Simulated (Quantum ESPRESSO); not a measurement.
Here is a Quantum ESPRESSO 7.5 calculation.

pw.in

```
&CONTROL
  calculation = 'scf'
  prefix = 'pwscf'
  outdir = './tmp'
  pseudo_dir = './pseudo'
  tprnfor = .true.
  tstress = .true.
  disk_io = 'nowf'
/
&SYSTEM
  ibrav = 0
  nat = 1
  ntyp = 1
  ecutwfc = 56
  ecutrho = 448
  nbnd = 16
  occupations = 'smearing'
  smearing = 'mp'
  degauss = 0.00734986
/
&ELECTRONS
  conv_thr = 2d-10
  electron_maxstep = 120
  mixing_beta = 0.5
/
ATOMIC_SPECIES
Cu    63.5460 cu_lda_v1.2.uspp.F.UPF
CELL_PARAMETERS angstrom
  -1.4750000000    1.4750000000    1.4750000000
   1.4750000000   -1.4750000000    1.4750000000
   1.4750000000    1.4750000000   -1.4750000000
ATOMIC_POSITIONS crystal
Cu     0.0000000000    0.0000000000    0.0000000000
K_POINTS automatic
18 18 18 0 0 0
```

Potentials or basis: GBRV 1.5 LDA.

Command:

```sh
$ OMP_NUM_THREADS=1 pw.x -in pw.in > pw.out
```

Predict the band gap on the k mesh.

none (metal or under the smearing width).

Estimate the pressure.

-20.1 GPa.

Caveat: so large a pressure means that the cell lies far from this level's equilibrium, or that cutoff or potentials fall short.
